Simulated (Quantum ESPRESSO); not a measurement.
# CoO (P6_3/mmc) in Quantum ESPRESSO: notebook

One crystal, CoO, is run at these levels: LDA+U; tasks: single point.

Everything below comes from runs of Quantum ESPRESSO 7.5. Logs are shortened: lines on timing, memory, paths and dates and some standing lists are left out, and cuts for length are marked.

## (1) The crystal as given

The structure is hexagonal, space group P6_3/mmc (No. 194). The conventional cell has a = 3.202 Å, b = 3.202 Å, c = 4.463 Å, α = 90.00°, β = 90.00°, γ = 120.00°. Co (site symmetry -3m) is surrounded by 6 O at 2.16 Å and 2 Co at 2.23 Å. O (site symmetry -6m2) is surrounded by 6 Co at 2.16 Å.

Measurements of this composition are mostly on another form, of space group No. 225.

## (2) Single point, LDA+U, collinear spin, antiferromagnetic start

File pw.in:

```
&CONTROL
  calculation = 'scf'
  prefix = 'pwscf'
  outdir = './tmp'
  pseudo_dir = './pseudo'
  tprnfor = .true.
  tstress = .true.
  disk_io = 'nowf'
/
&SYSTEM
  ibrav = 0
  nat = 4
  ntyp = 3
  ecutwfc = 56
  ecutrho = 448
  nbnd = 35
  occupations = 'smearing'
  smearing = 'gaussian'
  degauss = 0.00367493
  nspin = 2
  starting_magnetization(1) = 0.1765
  starting_magnetization(2) = -0.1765
  starting_magnetization(3) = 0
/
&ELECTRONS
  conv_thr = 1.6d-07
  electron_maxstep = 100
  mixing_beta = 0.7
  mixing_ndim = 20
/
ATOMIC_SPECIES
Co1   58.9332 co_lda_v1.2.uspp.F.UPF
Co2   58.9332 co_lda_v1.2.uspp.F.UPF
O     15.9990 o_lda_v1.2.uspp.F.UPF
CELL_PARAMETERS angstrom
   3.2019241800    0.0000000000    0.0000000000
  -1.6009620900    2.7729476800    0.0000000000
   0.0000000000    0.0000000000    4.4626984200
ATOMIC_POSITIONS crystal
Co1    0.0000000000    0.0000000000    0.0000000000
Co2    0.0000000000    0.0000000000    0.5000000000
O      0.3333333333    0.6666666667    0.2500000000
O      0.6666666667    0.3333333333    0.7500000000
K_POINTS automatic
7 7 4 0 0 0
HUBBARD {atomic}
U Co1-3d 1.0
U Co2-3d 1.0
```

Potentials or basis: GBRV 1.5 LDA.

Run with:

```bash
$ OMP_NUM_THREADS=1 mpirun -n 2 pw.x -nk 2 -in pw.in > pw.out
```

pw.out:

```text
This program is part of the open-source Quantum ESPRESSO suite
     for quantum simulation of materials; please cite
         "P. Giannozzi et al., J. Phys.:Condens. Matter 21 395502 (2009);
         "P. Giannozzi et al., J. Phys.:Condens. Matter 29 465901 (2017);
         "P. Giannozzi et al., J. Chem. Phys. 152 154105 (2020);
     in publications or presentations arising from this work. More details at

     Message from routine setup:
     using ibrav=0 with symmetry is DISCOURAGED, use correct ibrav instead

     K-points division:     npool     =       2
     Subspace diagonalization in iterative solution of the eigenvalue problem:
     a serial algorithm will be used

     G-vector sticks info
     --------------------
     sticks:   dense  smooth     PW     G-vecs:    dense   smooth      PW
     Sum        1135     559    163                42843    15107    2501

     Using Slab Decomposition

     bravais-lattice index     =            0
     lattice parameter (alat)  =       6.0508  a.u.
     unit-cell volume          =     267.3910 (a.u.)^3
     number of atoms/cell      =            4
     number of atomic types    =            3
     number of electrons       =        46.00
     number of Kohn-Sham states=           35
     kinetic-energy cutoff     =      56.0000  Ry
     charge density cutoff     =     448.0000  Ry
     scf convergence threshold =      1.6E-07
     mixing beta               =       0.7000
     number of iterations used =           20  plain     mixing
     Exchange-correlation= SLA  PZ   NOGX NOGC
                           (   1   1   0   0   0   0   0)
     Hubbard projectors: atomic
     Hubbard parameters of DFT+U (Dudarev formulation) in eV:
     U(Co1-3d) =  1.0000
     U(Co2-3d) =  1.0000

     Internal variables: lda_plus_u =T, lda_plus_u_kind = 0

     Internal variables: orbital_resolved =F, hub_pot_fix =F, apply_U = F

     celldm(1)=   6.050760  celldm(2)=   0.000000  celldm(3)=   0.000000
     celldm(4)=   0.000000  celldm(5)=   0.000000  celldm(6)=   0.000000

     crystal axes: (cart. coord. in units of alat)
               a(1) = (   1.000000   0.000000   0.000000 )
               a(2) = (  -0.500000   0.866025   0.000000 )
               a(3) = (   0.000000   0.000000   1.393755 )

     reciprocal axes: (cart. coord. in units 2 pi/alat)
               b(1) = (  1.000000  0.577350 -0.000000 )
               b(2) = (  0.000000  1.154701  0.000000 )
               b(3) = (  0.000000 -0.000000  0.717486 )

     PseudoPot. # 1 for Co read from file:
     co_lda_v1.2.uspp.F.UPF
     Pseudo is Ultrasoft + core correction, Zval = 17.0
     Generated by new atomic code, or converted to UPF format
     Using radial grid of  863 points,  6 beta functions with:
                l(1) =   0
                l(2) =   0
                l(3) =   1
                l(4) =   1
                l(5) =   2
                l(6) =   2
     Q(r) pseudized with  8 coefficients,  rinner =    1.200   1.200   1.200
                                                       1.200   1.200

     PseudoPot. # 2 for Co read from file:
     co_lda_v1.2.uspp.F.UPF
     Pseudo is Ultrasoft + core correction, Zval = 17.0
     Generated by new atomic code, or converted to UPF format
     Using radial grid of  863 points,  6 beta functions with:
                l(1) =   0
                l(2) =   0
                l(3) =   1
                l(4) =   1
                l(5) =   2
                l(6) =   2
     Q(r) pseudized with  8 coefficients,  rinner =    1.200   1.200   1.200
                                                       1.200   1.200

     PseudoPot. # 3 for O  read from file:
     o_lda_v1.2.uspp.F.UPF
     Pseudo is Ultrasoft + core correction, Zval =  6.0
     Generated by new atomic code, or converted to UPF format
     Using radial grid of  737 points,  5 beta functions with:
                l(1) =   0
                l(2) =   0
                l(3) =   1
                l(4) =   1
                l(5) =   2
     Q(r) pseudized with  8 coefficients,  rinner =    0.900   0.900   0.900
                                                       0.900   0.900

     atomic species   valence    mass     pseudopotential
     Co1              17.00    58.93320     Co( 1.00)
     Co2              17.00    58.93320     Co( 1.00)
     O                 6.00    15.99900     O ( 1.00)

     Starting magnetic structure
     atomic species   magnetization
     Co1             0.176
     Co2            -0.176
     O               0.000

     12 Sym. Ops., with inversion, found

   Cartesian axes

     site n.     atom                  positions (alat units)
         1        Co1    tau(   1) = (   0.0000000   0.0000000   0.0000000  )
         2        Co2    tau(   2) = (   0.0000000   0.0000000   0.6968776  )
         3        O      tau(   3) = (  -0.0000000   0.5773503   0.3484388  )
         4        O      tau(   4) = (   0.5000000   0.2886751   1.0453164  )

     number of k points=    28  Gaussian smearing, width (Ry)=  0.0037
                       cart. coord. in units 2pi/alat
        k(    1) = (   0.0000000   0.0000000   0.0000000), wk =   0.0051020
        k(    2) = (   0.0000000   0.0000000   0.1793715), wk =   0.0102041
        k(    3) = (   0.0000000   0.0000000  -0.3587431), wk =   0.0051020
        k(    4) = (   0.0000000   0.1649572   0.0000000), wk =   0.0306122
        k(    5) = (   0.0000000   0.1649572   0.1793715), wk =   0.0306122
        k(    6) = (   0.0000000   0.1649572  -0.3587431), wk =   0.0306122
[... 20 lines left out ...]
        k(   27) = (   0.0000000   0.4948717  -0.1793715), wk =   0.0306122
        k(   28) = (  -0.1428571   0.4123930  -0.1793715), wk =   0.0612245

     Dense  grid:    42843 G-vectors     FFT dimensions: (  45,  45,  60)

     Smooth grid:    15107 G-vectors     FFT dimensions: (  30,  30,  45)

     Check: negative core charge=   -0.000025
     Generating pointlists ...
     new r_m :   0.2782 (alat units)  1.6831 (a.u.) for type    1
     new r_m :   0.2782 (alat units)  1.6831 (a.u.) for type    2
     new r_m :   0.2782 (alat units)  1.6831 (a.u.) for type    3

     Initial potential from superposition of free atoms

     starting charge      44.0000, renormalised to      46.0000

     STARTING HUBBARD OCCUPATIONS:

     =================== HUBBARD OCCUPATIONS ===================
     ------------------------ ATOM    1 ------------------------
     Tr[ns(  1)] (up, down, total) =   5.00000  2.00000  7.00000
     Atomic magnetic moment for atom   1 =   3.00000
     SPIN  1
     eigenvalues:
       1.000  1.000  1.000  1.000  1.000
     eigenvectors (columns):
       1.000  0.000  0.000  0.000  0.000
       0.000  1.000  0.000  0.000  0.000
       0.000  0.000  1.000  0.000  0.000
       0.000  0.000  0.000  1.000  0.000
       0.000  0.000  0.000  0.000  1.000
     occupation matrix ns (before diag.):
       1.000  0.000  0.000  0.000  0.000
       0.000  1.000  0.000  0.000  0.000
       0.000  0.000  1.000  0.000  0.000
       0.000  0.000  0.000  1.000  0.000
[... 35 lines left out ...]
     eigenvalues:
       1.000  1.000  1.000  1.000  1.000
     eigenvectors (columns):
       1.000  0.000  0.000  0.000  0.000
       0.000  1.000  0.000  0.000  0.000
       0.000  0.000  1.000  0.000  0.000
       0.000  0.000  0.000  1.000  0.000
       0.000  0.000  0.000  0.000  1.000
     occupation matrix ns (before diag.):
       1.000  0.000  0.000  0.000  0.000
       0.000  1.000  0.000  0.000  0.000
       0.000  0.000  1.000  0.000  0.000
       0.000  0.000  0.000  1.000  0.000
       0.000  0.000  0.000  0.000  1.000

     Number of occupied Hubbard levels =   14.0000

     Atomic wfc used for Hubbard projectors are NOT orthogonalized

     Starting wfcs are   34 randomized atomic wfcs +    1 random wfcs

     Self-consistent Calculation

     iteration #  1     ecut=    56.00 Ry     beta= 0.70
     Davidson diagonalization with overlap
     ethr =  1.00E-02,  avg # of iterations =  4.2

     =================== HUBBARD OCCUPATIONS ===================
     ------------------------ ATOM    1 ------------------------
     Tr[ns(  1)] (up, down, total) =   4.34847  1.47481  5.82329
     Atomic magnetic moment for atom   1 =   2.87366
     SPIN  1
     eigenvalues:
       0.824  0.855  0.855  0.907  0.907
     eigenvectors (columns):
      -1.000 -0.000 -0.000  0.000 -0.000
       0.000 -0.908 -0.365  0.098  0.183
       0.000  0.365 -0.908  0.183 -0.098
       0.000 -0.077  0.192  0.862 -0.462
       0.000  0.192  0.077  0.462  0.862
     occupation matrix ns (before diag.):
       0.824  0.000  0.000  0.000  0.000
       0.000  0.857  0.000 -0.000  0.011
       0.000  0.000  0.857  0.011  0.000
       0.000 -0.000  0.011  0.905 -0.000
[... 35 lines left out ...]
     eigenvalues:
       0.824  0.855  0.855  0.907  0.907
     eigenvectors (columns):
       1.000 -0.000  0.000  0.000  0.000
      -0.000 -0.961  0.181 -0.084 -0.190
      -0.000  0.181  0.961 -0.190  0.084
      -0.000  0.038  0.204  0.895 -0.396
      -0.000 -0.204  0.038  0.396  0.895
     occupation matrix ns (before diag.):
       0.824  0.000  0.000  0.000  0.000
       0.000  0.857  0.000 -0.000 -0.011
       0.000  0.000  0.857 -0.011  0.000
       0.000 -0.000 -0.011  0.905 -0.000
       0.000 -0.011  0.000 -0.000  0.905

     Number of occupied Hubbard levels =   11.6465

     total energy              =    -651.94811898 Ry
     estimated scf accuracy    <      13.15164219 Ry

     total magnetization       =    -0.00 Bohr mag/cell
     absolute magnetization    =     6.13 Bohr mag/cell
[... 141 lines left out ...]
     iteration # 16     ecut=    56.00 Ry     beta= 0.70
     Davidson diagonalization with overlap
     ethr =  4.63E-10,  avg # of iterations =  1.0

     Magnetic moment per site  (integrated on atomic sphere of radius R)
     atom   1 (R=0.278)  charge= 14.7434  magn=  2.0489
     atom   2 (R=0.278)  charge= 14.7431  magn= -2.0489
     atom   3 (R=0.278)  charge=  5.7168  magn=  0.0001
     atom   4 (R=0.278)  charge=  5.7168  magn=  0.0001

     End of self-consistent calculation

     =================== HUBBARD OCCUPATIONS ===================
     ------------------------ ATOM    1 ------------------------
     Tr[ns(  1)] (up, down, total) =   4.83523  2.86095  7.69618
     Atomic magnetic moment for atom   1 =   1.97428
     SPIN  1
     eigenvalues:
       0.900  0.975  0.975  0.993  0.993
     eigenvectors (columns):
       1.000 -0.000  0.000  0.000 -0.000
      -0.000 -0.681 -0.420 -0.198  0.566
      -0.000 -0.420  0.681 -0.566 -0.198
      -0.000 -0.315  0.510  0.755  0.265
      -0.000 -0.510 -0.315  0.265 -0.755
     occupation matrix ns (before diag.):
       0.900  0.000  0.000  0.000  0.000
       0.000  0.981  0.000 -0.000 -0.008
       0.000  0.000  0.981 -0.008  0.000
       0.000 -0.000 -0.008  0.986 -0.000
[... 35 lines left out ...]
     eigenvalues:
       0.900  0.975  0.975  0.993  0.993
     eigenvectors (columns):
       1.000  0.000  0.000  0.000 -0.000
      -0.000 -0.115 -0.792  0.364  0.476
      -0.000 -0.792  0.115  0.476 -0.364
      -0.000  0.593 -0.086  0.636 -0.486
      -0.000  0.086  0.593  0.486  0.636
     occupation matrix ns (before diag.):
       0.900  0.000  0.000  0.000  0.000
       0.000  0.981  0.000 -0.000  0.008
       0.000  0.000  0.981  0.008  0.000
       0.000 -0.000  0.008  0.986 -0.000
       0.000  0.008  0.000 -0.000  0.986

     Number of occupied Hubbard levels =   15.3920

 ------ SPIN UP ------------

          k = 0.0000 0.0000 0.0000 (  1899 PWs)   bands (ev):

   -83.2674 -80.6078 -47.0785 -46.8804 -46.8804 -44.6215 -44.2686 -44.2686
    -6.8583  -5.2728   5.4278   6.5406   6.5406   8.0693   9.2556   9.2556
     9.4672   9.4672  10.3139  10.6801  10.6801  12.0952  12.0952  13.3859
    14.0730  14.2354  14.2354  17.2868  23.9507  24.4679  24.4679  29.4603
    30.7772  31.5323  31.5323
[... 203 lines left out ...]
   -83.2663 -80.6064 -47.0635 -46.8934 -46.8836 -44.6358 -44.2845 -44.2728
    -5.7885  -5.5944   5.1770   6.3453   6.8613   7.6452   7.9070   8.1218
     8.6797   9.9121  10.0441  11.3129  11.4878  11.7650  12.2099  12.3809
    13.7876  13.8718  18.3272  19.2559  21.5019  23.2285  24.9079  25.8315
    26.2836  26.9405  31.6551

          k =-0.1429 0.4124-0.1794 (  1892 PWs)   bands (ev):

   -83.2663 -80.6065 -47.0636 -46.8913 -46.8845 -44.6360 -44.2820 -44.2738
    -5.9105  -5.5434   5.5928   6.1929   6.9175   7.3406   7.7063   8.1466
     9.0348   9.9527  10.0607  11.1224  11.3792  11.9853  12.2081  12.4247
    13.5116  13.9362  18.3649  19.6785  21.5368  23.1997  24.4690  25.5448
    25.7820  28.3084  31.8138

 ------ SPIN DOWN ----------

          k = 0.0000 0.0000 0.0000 (  1899 PWs)   bands (ev):

   -83.2664 -80.6084 -47.0780 -46.8791 -46.8791 -44.6218 -44.2692 -44.2692
    -6.8580  -5.2726   5.4279   6.5410   6.5410   8.0691   9.2566   9.2566
     9.4674   9.4674  10.3141  10.6805  10.6805  12.0955  12.0955  13.3857
    14.0729  14.2351  14.2351  17.2868  23.9508  24.4680  24.4680  29.4602
    30.7771  31.5323  31.5323
[... 203 lines left out ...]
   -83.2652 -80.6069 -47.0630 -46.8921 -46.8823 -44.6362 -44.2852 -44.2734
    -5.8198  -5.5604   5.1719   6.1771   6.8319   7.7282   7.9530   8.3442
     8.8001   9.9746  10.1678  10.7250  11.3283  11.7495  12.2313  12.4144
    13.9404  13.9954  18.1947  19.4580  21.4032  23.2873  25.0067  25.6540
    26.3327  26.8731  31.6890

          k =-0.1429 0.4124-0.1794 (  1892 PWs)   bands (ev):

   -83.2652 -80.6070 -47.0632 -46.8900 -46.8832 -44.6363 -44.2826 -44.2744
    -5.9247  -5.5270   5.6029   6.0757   6.7949   7.4675   7.7463   8.3633
     9.0991   9.9918  10.2199  10.6898  11.1807  11.9538  12.2235  12.4308
    13.6665  14.0231  18.2776  19.8490  21.4345  23.2439  24.4809  25.4097
    25.9170  28.1827  31.8784

     the Fermi energy is    12.2579 ev

!    total energy              =    -660.96757532 Ry
     estimated scf accuracy    <       0.00000008 Ry
     smearing contrib. (-TS)   =      -0.00117294 Ry
     internal energy E=F+TS    =    -660.96640238 Ry

     The total energy is F=E-TS. E is the sum of the following terms:
     one-electron contribution =    -391.09967552 Ry
     hartree contribution      =     220.37543952 Ry
     xc contribution           =     -78.68559646 Ry
     ewald contribution        =    -411.63531099 Ry
     Hubbard energy            =       0.07874107 Ry

     total magnetization       =     0.00 Bohr mag/cell
     absolute magnetization    =     4.38 Bohr mag/cell

     convergence has been achieved in  16 iterations

     Forces acting on atoms (cartesian axes, Ry/au):

     atom    1 type  1   force =     0.00000000    0.00000000    0.00000000
     atom    2 type  2   force =     0.00000000    0.00000000    0.00000000
     atom    3 type  3   force =     0.00000000    0.00000000    0.00003307
     atom    4 type  3   force =     0.00000000    0.00000000   -0.00003307

     Total force =     0.000047     Total SCF correction =     0.000458
     SCF correction compared to forces is large: reduce conv_thr to get better values

     Computing stress (Cartesian axis) and pressure

          total   stress  (Ry/bohr**3)                   (kbar)     P=     -194.55
  -0.00227902  -0.00000000  -0.00000000         -335.26       -0.00       -0.00
   0.00000000  -0.00227902  -0.00000000            0.00     -335.26       -0.00
   0.00000000   0.00000000   0.00059054            0.00        0.00       86.87

=------------------------------------------------------------------------------=
   JOB DONE.
=------------------------------------------------------------------------------=
```

Run time: 47 s. Hardware: 2 MPI ranks of Arm Neoverse V2, shared host; peak memory 0.44 GiB.

Results:

| Quantity | Value |
| --- | --- |
| Free energy | -8992.9220 eV |
| Pressure | -19.5 GPa |
| Band gap on the k mesh | none (metal or under the smearing width) |
| Net moment | 0.00 μB per cell |
| Absolute moment | 4.38 μB per cell |
| Site moments | Co +2.05, -2.05; O +0.00 μB |
| Valence electrons inside the program's atomic spheres | Co 14.74; O 5.72 |

Eigenvalues of the final occupation matrices:
```csv
site,spin,trace,eigenvalues
Co1 1 3d,1,4.84,0.90 0.98 0.98 0.99 0.99
Co1 1 3d,2,2.86,0.30 0.30 0.57 0.85 0.85
Co2 2 3d,1,2.86,0.30 0.30 0.57 0.85 0.85
Co2 2 3d,2,4.83,0.90 0.98 0.98 0.99 0.99
```

Caveat: the k mesh is coarse. The state reached can hang on the start; a lower one may exist.

## (3) Single point, LDA+U, collinear spin, antiferromagnetic start

pw.in: that of step 2 with these lines changed.

```diff
@@ -7,3 +7,3 @@
   tstress = .true.
-  disk_io = 'nowf'
+  disk_io = 'low'
 /
@@ -11,2 +11,3 @@
   ibrav = 0
+  celldm(1) = 8
   nat = 4
@@ -34,6 +35,6 @@
 O     15.9990 o_lda_v1.2.uspp.F.UPF
-CELL_PARAMETERS angstrom
-   3.2019241800    0.0000000000    0.0000000000
-  -1.6009620900    2.7729476800    0.0000000000
-   0.0000000000    0.0000000000    4.4626984200
+CELL_PARAMETERS alat
+  0.7563449715021   0.0000000000000   0.0000000000000
+ -0.3781724857511   0.6550139591396   0.0000000000000
+  0.0000000000000   0.0000000000000   1.0541597238250
 ATOMIC_POSITIONS crystal
@@ -46,3 +47,3 @@
 HUBBARD {atomic}
-U Co1-3d 1.0
-U Co2-3d 1.0
+U Co1-3d 2.0
+U Co2-3d 2.0
```

File pp_density.in:

```
&INPUTPP
  prefix = 'pwscf'
  outdir = './tmp'
  filplot = 'density.dat'
  plot_num = 0
/
&PLOT
  nfile = 1
  filepp(1) = 'density.dat'
  iflag = 3
  output_format = 6
  fileout = 'density.cube'
/
```

File pp_potential.in:

```
&INPUTPP
  prefix = 'pwscf'
  outdir = './tmp'
  filplot = 'potential.dat'
  plot_num = 11
/
&PLOT
  nfile = 1
  filepp(1) = 'potential.dat'
  iflag = 3
  output_format = 6
  fileout = 'potential.cube'
/
```

File pp_spin.in:

```
&INPUTPP
  prefix = 'pwscf'
  outdir = './tmp'
  filplot = 'spin.dat'
  plot_num = 6
/
&PLOT
  nfile = 1
  filepp(1) = 'spin.dat'
  iflag = 3
  output_format = 6
  fileout = 'spin.cube'
/
```

Potentials or basis: GBRV 1.5 LDA.

Run with:

```bash
$ OMP_NUM_THREADS=1 mpirun -n 2 pw.x -nk 2 -in pw.in > pw.out
$ OMP_NUM_THREADS=1 mpirun -n 1 pp.x -in pp_density.in > pp_density.out
$ OMP_NUM_THREADS=1 mpirun -n 1 pp.x -in pp_potential.in > pp_potential.out
$ OMP_NUM_THREADS=1 mpirun -n 1 pp.x -in pp_spin.in > pp_spin.out
```

It took 68 s on 2 MPI ranks of Arm Neoverse V2, shared host; peak memory 0.46 GiB.

The run converged. Its results:

```
Free energy                                           : -8992.0164 eV
Pressure                                              : -13.4 GPa
Band gap on the k mesh                                : none (metal or under the smearing width)
Net moment                                            : 0.00 μB per cell
Absolute moment                                       : 4.77 μB per cell
Site moments                                          : Co +2.24, -2.24; O +0.00 μB
Valence electrons inside the program's atomic spheres : Co 14.73; O 5.73
```

Stress tensor (GPa, compression positive):
```
-30.89   0.00   0.00
  0.00 -30.89   0.00
  0.00   0.00  21.51
```

Levels at points of the mesh, in eV from the Fermi level:
Spin up:
| k point | band 21 | band 22 | band 23 | band 24 | band 25 | band 26 |
| --- | --- | --- | --- | --- | --- | --- |
| (0.00, 0.00, 0.00) | -1.59 | -0.53 | -0.53 | 1.33 | 2.20 | 2.41 |
| (0.00, 0.00, -0.50) | -1.20 | -0.30 | -0.30 | -0.24 | 2.24 | 2.24 |
Spin down:
```tsv
k point	band 19	band 20	band 21	band 22	band 23	band 24	band 25	band 26	band 27	band 28
(0.00, 0.00, 0.00)	-1.61	-1.59	-1.59	-0.53	-0.53	1.33	2.20	2.41	2.41	5.16
(0.00, 0.00, -0.50)	-2.88	-1.20	-1.20	-0.30	-0.30	-0.24	2.24	2.24	4.42	4.81
```

Eigenvalues of the final occupation matrices:
```tsv
site	spin	trace	eigenvalues
Co1 1 3d	1	4.91	0.93 0.99 0.99 1.00 1.00
Co1 1 3d	2	2.73	0.25 0.27 0.27 0.97 0.97
Co2 2 3d	1	2.73	0.25 0.27 0.27 0.97 0.97
Co2 2 3d	2	4.91	0.93 0.99 0.99 1.00 1.00
```

Caveat: the k mesh is coarse.

[end of part 1 of 2]
